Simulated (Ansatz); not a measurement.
**CH8BInSi: basis-set convergence**

How large a basis does CH8BInSi need? Two functionals are run in growing sets.

Computed with Ansatz 0.2.0, Gaussian basis. Level: one geometry, several basis sets.

The runs, in order: PBE0-D4/def2-SVP; ωB97M-V/def2-SVP; PBE0-D4/def2-QZVPP; ωB97M-V/def2-QZVPP; the functionals' def2-TZVPP values are taken from earlier runs.

## Step 1: Structure used throughout

The geometry comes from an earlier relaxation with PBE0-D4 in a triple-zeta def2 set; it is a stationary point, not always the lowest conformer. In takes the def2 core potential; no spin-orbit term is included.

12 atoms, charge 0, spin multiplicity 1.

Atoms are counted from 1 here; the program's logs count them from 0.

Bond lengths: Si1–B2 2.021 Å, Si1–H5 1.541 Å, Si1–H6 1.488 Å, Si1–H7 1.485 Å, B2–C3 1.483 Å, B2–H8 1.199 Å, C3–In4 2.331 Å, C3–H9 1.090 Å, C3–H10 1.090 Å, In4–H11 1.711 Å, In4–H12 1.712 Å. Angles: B2–Si1–H5 103.9°, B2–Si1–H6 116.5°, B2–Si1–H7 118.8°, H5–Si1–H6 102.1°, H5–Si1–H7 103.1°, H6–Si1–H7 109.8°, Si1–B2–C3 116.6°, Si1–B2–H8 120.2°, C3–B2–H8 121.7°, B2–C3–In4 81.0°, B2–C3–H9 123.2°, B2–C3–H10 121.9°, In4–C3–H9 95.7°, In4–C3–H10 110.0°, H9–C3–H10 112.5°, C3–In4–H11 124.2°, C3–In4–H12 106.3°, H11–In4–H12 128.0°.

## Step 2: PBE0-D4 in def2-SVP

The input, in.yaml:

```yaml
crystal:
  periodic: [false, false, false]
  atoms:
    - {symbol: Si, position_ang: [-0.870945, 1.439674, -0.081450]}
    - {symbol: B, position_ang: [-0.974033, -0.551376, -0.409466]}
    - {symbol: C, position_ang: [0.201087, -1.178759, -1.061310]}
    - {symbol: In, position_ang: [1.180657, -0.590323, 0.970237]}
    - {symbol: H, position_ang: [0.367748, 1.601756, 0.821562]}
    - {symbol: H, position_ang: [-0.516516, 2.287867, -1.251794]}
    - {symbol: H, position_ang: [-1.948722, 2.092026, 0.705149]}
    - {symbol: H, position_ang: [-1.825380, -1.207042, 0.121578]}
    - {symbol: H, position_ang: [0.903152, -0.625720, -1.685040]}
    - {symbol: H, position_ang: [0.271060, -2.256481, -1.209953]}
    - {symbol: H, position_ang: [0.496734, -0.931559, 2.501476]}
    - {symbol: H, position_ang: [2.792158, -0.134963, 0.613210]}
basis:
  gaussian: {orbitals: def2-SVP}
hamiltonian: {xc: pbe0, dispersion: d4}
output: {orbitals: {seedname: orbitals}}
```

After this run come: ωB97M-V in def2-SVP; PBE0-D4 in def2-QZVPP; ωB97M-V in def2-QZVPP.

Before running them: what should the planned runs give, taken together? Wanted: PBE0-D4: double and triple zeta above quadruple; ωB97M-V: double and triple zeta above quadruple.

**Answer**, as computed:

| quantity | value |
| --- | --- |
| PBE0-D4: double and triple zeta above quadruple | 5.40, 0.43 eV |
| ωB97M-V: double and triple zeta above quadruple | 5.60, 0.41 eV |

What this shows: For PBE0-D4 the step from double to triple zeta gains 4.98 eV and the next only 0.43 eV. Total energies overstate the basis error of differences, where much of it tends to cancel.
